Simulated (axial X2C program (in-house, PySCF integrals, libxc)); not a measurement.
# A two-component session on GeSi⁻: properties at the nuclei

Aim: properties at the nuclei of GeSi⁻, with spin–orbit coupling in the Hamiltonian from the start.

Method: two-component X2C with atomic mean-field terms, Ge dyall-acv3z, Si dyall-av3z; program: an in-house X2C program for linear molecules on PySCF integrals.

All values are calculated.

### 1 Input

Input file task.json:

```json
{"zs": [32, 14], "q": -1, "bas": ["dyall-acv3z", "dyall-av3z"], "r0": 2.37, "levels": ["PBE0", "HF", "LDA", "TPSSh", "PBE50"], "nst": 3}
```

Keys: zs atomic numbers; q charge; bas basis sets; r0 starting distance in Å; levels methods (HF also brings MP2); nst determinants followed.

Launch:

```bash
python soeom.py task.json out
```

The runs that follow: Expectation values, lowest determinant; Expectation values, a higher determinant; Expectation values, a higher determinant.

What does the calculation give? Wanted: lowest determinant; Eeff magnitude; Ws magnitude Ge; A∥/gI Ge; qzz Ge; higher determinant (for each run or level that gives them).

The runs gave:

```
                                        quantity                                                  value
                              lowest determinant                Ω = 3/2 (excess of +ω over −ω: ω = 3/2)
                    Eeff magnitude (GV/cm), PBE0                                                 0.0145
                     Ws magnitude Ge (kHz), PBE0                                                0.00224
                            A∥/gI Ge (MHz), PBE0                                                   97.1
                             qzz Ge (a.u.), PBE0                                                  -3.62
                              higher determinant                Ω = 1/2 (excess of +ω over −ω: ω = 1/2)
Eeff magnitude (GV/cm), PBE0, higher determinant                                                  0.205
 Ws magnitude Ge (kHz), PBE0, higher determinant                                                  0.183
        A∥/gI Ge (MHz), PBE0, higher determinant                                                    531
         qzz Ge (a.u.), PBE0, higher determinant                                                  -3.58
                              higher determinant  Ω = 1/2 (excess of +ω over −ω: 2 × ω = -1/2, ω = 3/2)
Eeff magnitude (GV/cm), PBE0, higher determinant                                                 0.0568
 Ws magnitude Ge (kHz), PBE0, higher determinant                                                 0.0295
        A∥/gI Ge (MHz), PBE0, higher determinant                                                   -987
         qzz Ge (a.u.), PBE0, higher determinant                                                  -3.58
```

**Reading.** In the first state, the effective field runs from 0.00622 to 0.26 GV/cm over the mean-field levels, so the levels don't agree on it. The expectation values come from single determinants, which for open shells can mix terms of unlike spin or miss the lowest Ω, so a determinant need not be a state. Eeff is the effective electric field on the electron dipole moment in this Ω state and Ws the scalar–pseudoscalar constant (defined with the proton number Z and per Ω); A∥ is the parallel hyperfine constant, which follows by multiplying with the nuclear g factor gI = μI/(I μN); qzz is the electric field gradient, eQq0 = 234.96 MHz × Q/barn × qzz. The operators were transformed with the bare-nucleus X2C matrices. A second determinant lies within 0.1 eV of the first, so their order is not settled at this level.
